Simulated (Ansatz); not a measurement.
# C3H5BSi: the cost of one run

All numbers below are computed with Ansatz 0.2.0 (UKS PBE-D4/def2-SVP).

1 further run of the same task is left out (it didn't finish).

**1. The starting structure**

Bond lengths: B1–C2 1.511 Å, C2–C3 1.259 Å, C3–C4 1.351 Å, B1–Si5 1.939 Å, C4–Si5 1.863 Å, B1–H6 1.249 Å, C2–H7 1.058 Å, C4–H8 1.074 Å, Si5–H9 1.519 Å, Si5–H10 1.474 Å. Angles (14 of 16 angles, heavy atoms first): B1–C2–C3 96.9°, C2–B1–Si5 106.4°, C2–C3–C4 152.5°, C3–C4–Si5 89.6°, B1–Si5–C4 94.2°, B1–C2–H7 128.0°, C3–C2–H7 123.2°, C2–B1–H6 121.7°, Si5–B1–H6 121.7°, C3–C4–H8 119.2°, Si5–C4–H8 121.3°, B1–Si5–H9 115.0°, B1–Si5–H10 113.6°, C4–Si5–H9 112.6°.

Coordinates:

```xyz
10

B    -0.6987    0.6071   -0.8691
C    -0.3062   -0.7535   -1.3967
C     0.4832   -1.0562   -0.4639
C     1.1850   -0.7666    0.6538
Si    0.2902    0.8627    0.7789
H    -1.8522    1.0622   -1.0199
H    -0.9165   -1.4616   -1.8917
H     1.1861   -1.4671    1.4682
H    -0.5648    0.9656    2.0307
H     1.2770    1.9561    0.7126
```

**2. Relaxing end A**

input.yaml reads:

```yaml
crystal:
  periodic: [false, false, false]
  atoms:
    - { symbol: B, position_ang: [-0.6987, 0.6071, -0.8691] }
    - { symbol: C, position_ang: [-0.3062, -0.7535, -1.3967] }
    - { symbol: C, position_ang: [0.4832, -1.0562, -0.4639] }
    - { symbol: C, position_ang: [1.185, -0.7666, 0.6538] }
    - { symbol: Si, position_ang: [0.2902, 0.8627, 0.7789] }
    - { symbol: H, position_ang: [-1.8522, 1.0622, -1.0199] }
    - { symbol: H, position_ang: [-0.9165, -1.4616, -1.8917] }
    - { symbol: H, position_ang: [1.1861, -1.4671, 1.4682] }
    - { symbol: H, position_ang: [-0.5648, 0.9656, 2.0307] }
    - { symbol: H, position_ang: [1.277, 1.9561, 0.7126] }
magnetization:
  spin_polarized: true
basis:
  gaussian: { orbitals: def2-SVP }
hamiltonian:
  xc: pbe
  dispersion: d4
relax:
  f_tol: 0.02
  max_steps: 50
```

On the command line:

```
$ ansatz run input.yaml --threads 2 --pin off --max-ram 3072MiB --backend cpu --events-out ev --progress --plain --runs-dir out
```

What time and memory should one allow on 2 threads of AMD EPYC 7R43 (Zen 3), shared host?

About 64 s, with a peak of 0.18 GiB.
